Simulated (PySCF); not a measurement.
# The bond of CaSn+, level by level

The task here is to estimate one member of a computed series from the others.

Computed with PySCF 2.14.0. Level: Ca def2-SVP, Sn def2-SVP with ECP28, scalar-relativistic core potentials.

The first run:

The job is set up so:

```yaml
atoms: Ca, Sn
charge: 1
basis: Ca def2-SVP, Sn def2-SVP with ECP28
Hamiltonian: scalar-relativistic core potentials
basis_functions: 50
electrons_treated: 41
masses_in_u: 39.9626, 119.9022
levels: PBE0, PBE, r²SCAN, B3LYP, TPSS, TPSSh, HSE06, HF, MP2, SCS-MP2, CCSD, CCSD(T)
grid: 80 radial by 434 angular points
occupations: held fixed by the projection of orbital angular momentum
dissociation_limit: Ca+ + Sn, each in its ground configuration
starting_distance_in_angstrom: 3.040
values_of_2S_to_try: 1, 3
```

The run is started by

```
> OMP_NUM_THREADS=1 python dia.py task.json out
```

Among the steps run: Input; PBE0 along the bond; Higher solutions at PBE0; PBE; r²SCAN; B3LYP (global hybrid GGA); TPSS (meta-GGA); TPSSh (hybrid meta-GGA); HSE06; UHF (mean field); Adding correlation.

One table of the session follows, with a row left open; its other results are not shown here.

Energy (eV) from each level's lowest point:

```
R (Å)    UHF  UHF-MP2  UHF-SCS-MP2  UHF-CCSD  UHF-CCSD(T)
2.764  0.608    0.732        0.780       n/a          n/a
2.893  0.374    0.388        0.421     0.374        0.374
3.021  0.165    0.158        0.178     0.169        0.170
3.118      ?        ?            ?         ?            ?
3.214  0.021    0.018        0.024     0.024        0.025
3.310  0.000    0.000        0.000     0.000        0.000
3.439  0.008    0.012        0.004     0.003        0.001
3.600  0.059    0.068        0.048     0.045        0.041
3.792  0.157    0.170        0.139     0.131        0.123
4.050  0.321    0.339        0.293       n/a          n/a
```

Estimate the missing values for R (Å) = 3.118.

Worked estimate for «UHF». A straight line through the neighbours (3.021, 0.165) and (3.214, 0.021) gives 0.165 + (0.021 − 0.165) × (3.118 − 3.021) / (3.214 − 3.021) = 0.093; a parabola fitted to 4 rows on both sides gives 0.070.

The run gave: UHF: 0.072; UHF-MP2: 0.067; UHF-SCS-MP2: 0.080; UHF-CCSD: 0.077; UHF-CCSD(T): 0.078. In «UHF» the line misses by +0.021 and the parabola by -0.002.
